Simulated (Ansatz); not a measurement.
# Pt: the cost of one run

Program: Ansatz 0.2.0 through its Python package. Level of theory: DFT r2SCAN, plane waves, PAW. These are calculated values, not measurements.

This is Pt in the hcp structure; at room conditions it is fcc.

**1. Starting point**

The structure is hexagonal, space group P6_3/mmc (No. 194). Conventional cell: a = 2.761 Å, b = 2.761 Å, c = 4.792 Å, α = 90.00°, β = 90.00°, γ = 120.00°. Pt (site symmetry -6m2) is surrounded by 12 Pt at 2.76 to 2.88 Å.

The script holds or builds the structure itself.

**2. Script**

strain_pt.py

```python
"""Energy of Pt under biaxial strain, ions carried with the cell."""

import logging
import sys
import warnings

import ansatz as az
import numpy as np
from tabulate import tabulate

logging.basicConfig(stream=sys.stdout, format="%(levelname)s %(message)s")
logger = logging.getLogger("run")
logger.setLevel(logging.INFO)

vectors0 = np.array([
    [2.760666, 0.0, 0.0],
    [-1.380333, 2.390807, 0.0],
    [0.0, 0.0, 4.792134],
])
sites = [
    ("Pt", [2 / 3, 1 / 3, 0.75]),
    ("Pt", [1 / 3, 2 / 3, 0.25]),
]


def on_lattice(cell):
    crystal = az.Crystal(lattice=az.Lattice.of(cell))
    for symbol, position in sites:
        crystal = crystal.atom(symbol, position)
    return crystal

warnings.simplefilter("ignore", az.DeckWarning)

# clamped ions: the fractional positions stay as typed
values = np.linspace(-0.03, 0.03, 5)
energies = []
for d in values:
    strain = np.diag([d, d, 0])
    cell = vectors0 @ (np.eye(3) + strain)
    calc = (
        on_lattice(cell).calculation()
        .functional("r2scan")
        .pseudopotentials("paw")
        .occupations(az.OccupationsMethod.GAUSSIAN)
        .basis(520)
        .kpoints(14, 14, 7)
        .stress()
    )
    rep = calc.run(threads=1).report
    energies.append(rep["free_energy_ev"] / len(sites))
    s = rep["stress_gpa"]
    logger.info(f"d = {d:+.4f}  stress xx yy zz xy (GPa, compression positive): {s[0][0]:8.3f} {s[1][1]:8.3f} {s[2][2]:8.3f} {s[0][1]:8.3f}")
energies = np.array(energies)

print(tabulate(zip(values, 1000 * (energies - energies.min())), headers=["strain", "dE (meV/atom)"], floatfmt=".3f"))
curvature = 2 * np.polyfit(values, energies, 3)[1]
volume = abs(np.linalg.det(vectors0)) / len(sites)
logger.info(f"d2E/dd2 over the volume: {curvature / volume * 160.21766:.1f} GPa")
```

**3. The calls as engine input**

The package turns the script's settings into the engine's input (first run):

```yaml
crystal:
  lattice:
    - [2.67784602, 0.0, 0.0]
    - [-1.33892301, 2.31908279, 0.0]
    - [0.0, 0.0, 4.792134]
  atoms:
    - { symbol: Pt, position: [0.6666666666666666, 0.3333333333333333, 0.75] }
    - { symbol: Pt, position: [0.3333333333333333, 0.6666666666666666, 0.25] }
basis:
  ecutwfc: 520.0
kpoints:
  mp_grid:
    grid: [14, 14, 7]
hamiltonian:
  xc: r2scan
  pseudopotentials:
    kind: paw
scf:
  occupations:
    method: gaussian
output:
  stress: true
```

**4. Launch**

On the command line:

```bash
python strain_pt.py
```

What time and memory should one allow on 1 thread of Arm Neoverse V2, shared host?

About 36 s, with a peak of 0.51 GiB.
